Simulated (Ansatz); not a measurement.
# CH5ClGeO: up Jacob's ladder to CCSD(T)

The task here is to estimate one member of a computed series from the others.

Method: functionals in def2-TZVPP, the program's frozen cores in correlated methods; program: Ansatz 0.2.0, Gaussian basis.

The runs, in order: LDA (SPW92), PBE-D4, revPBE-D4, BLYP-D4, r2SCAN-D4, B97M-V, PBE0-D4, B3LYP-D4, r2SCANh-D4, r2SCAN0-D4, HSE06-D4, BHLYP-D4, CAM-B3LYP-D4, LC-ωPBE, ωB97X-V, ωB97M-V, B2PLYP, PBE-QIDH; CCSD(T)/def2-SVP; CCSD(T)/def2-TZVPP; MP2/def2-QZVPP; extrapolation to the limit; RPA on PBE.

**The geometry**

The geometry comes from an earlier relaxation with PBE0-D4 in a triple-zeta def2 set; it is a stationary point, not always the lowest conformer.

SMILES `O[CH](Cl)[GeH3]`, 9 atoms, charge 0, spin multiplicity 1.

Atoms are counted from 1 here; the program's logs count them from 0.

Bond lengths: O1–C2 1.377 Å, O1–H5 0.964 Å, C2–Cl3 1.820 Å, C2–Ge4 1.981 Å, C2–H6 1.093 Å, Ge4–H7 1.534 Å, Ge4–H8 1.531 Å, Ge4–H9 1.537 Å. Angles: C2–O1–H5 109.5°, O1–C2–Cl3 111.7°, O1–C2–Ge4 108.9°, O1–C2–H6 112.7°, Cl3–C2–Ge4 108.3°, Cl3–C2–H6 103.4°, Ge4–C2–H6 111.7°, C2–Ge4–H7 108.0°, C2–Ge4–H8 108.0°, C2–Ge4–H9 108.5°, H7–Ge4–H8 111.1°, H7–Ge4–H9 110.2°, H8–Ge4–H9 110.9°.

Set-up of the first run:

The input, in.yaml:

```yaml
crystal:
  periodic: [false, false, false]
  atoms:
    - {symbol: O, position_ang: [-0.118297, 1.221983, -1.117364]}
    - {symbol: C, position_ang: [0.453287, 0.584809, -0.038225]}
    - {symbol: Cl, position_ang: [2.146088, 0.027465, -0.405135]}
    - {symbol: Ge, position_ang: [-0.637312, -1.004018, 0.419987]}
    - {symbol: H, position_ang: [0.363458, 2.035676, -1.303693]}
    - {symbol: H, position_ang: [0.584884, 1.246897, 0.821493]}
    - {symbol: H, position_ang: [0.000529, -1.680779, 1.639619]}
    - {symbol: H, position_ang: [-0.641828, -1.941153, -0.790915]}
    - {symbol: H, position_ang: [-2.062309, -0.537381, 0.757033]}
basis:
  gaussian: {orbitals: def2-TZVPP}
hamiltonian: {xc: lda}
output: {orbitals: {seedname: orbitals}}
```

Among the steps run: LDA; PBE-D4 (GGA); revPBE-D4 (GGA); BLYP-D4 (GGA); r2SCAN-D4 (meta-GGA); B97M-V (meta-GGA); PBE0-D4 (hybrid); B3LYP-D4 (hybrid); r2SCANh-D4 (hybrid); r2SCAN0-D4 (hybrid); HSE06-D4 (hybrid); BHLYP-D4 (hybrid); CAM-B3LYP-D4 (range-separated); LC-ωPBE (range-separated); ωB97X-V (range-separated); ωB97M-V (range-separated); B2PLYP (double hybrid); PBE-QIDH (double hybrid).

One of the session's tables, all rows but one given; the rest of the session is left out.

It belongs to the step «Frontier levels by functional». 

| functional | HOMO (eV) | gap (eV) |
| --- | --- | --- |
| LDA (SPW92) | -6.76 | 5.79 |
| PBE-D4 | -6.64 | 5.89 |
| revPBE-D4 | -6.59 | 5.94 |
| BLYP-D4 | -6.53 | 5.85 |
| r2SCAN-D4 | -6.94 | 6.49 |
| B97M-V | -7.07 | 6.53 |
| PBE0-D4 | -7.98 | 8.20 |
| B3LYP-D4 | -7.76 | 7.69 |
| r2SCANh-D4 | ? | ? |
| r2SCAN0-D4 | -8.18 | 8.59 |
| HSE06-D4 | -7.58 | 7.42 |
| BHLYP-D4 | -9.23 | 10.29 |
| CAM-B3LYP-D4 | -9.36 | 10.55 |
| LC-ωPBE | -10.72 | 13.20 |
| ωB97X-V | -10.37 | 12.66 |
| ωB97M-V | -10.22 | 12.19 |

Estimate the missing values for r2SCANh-D4.

Worked estimate for «HOMO (eV)». Against the share of exact exchange, r2SCAN-D4 (0, -6.94), r2SCAN0-D4 (0.25, -8.18) give a slope of -4.96 per unit share; at 0.1 the line stands at -7.44.

As computed: HOMO (eV): -7.43; gap (eV): 7.34. In «HOMO (eV)» the line misses by -0.01.
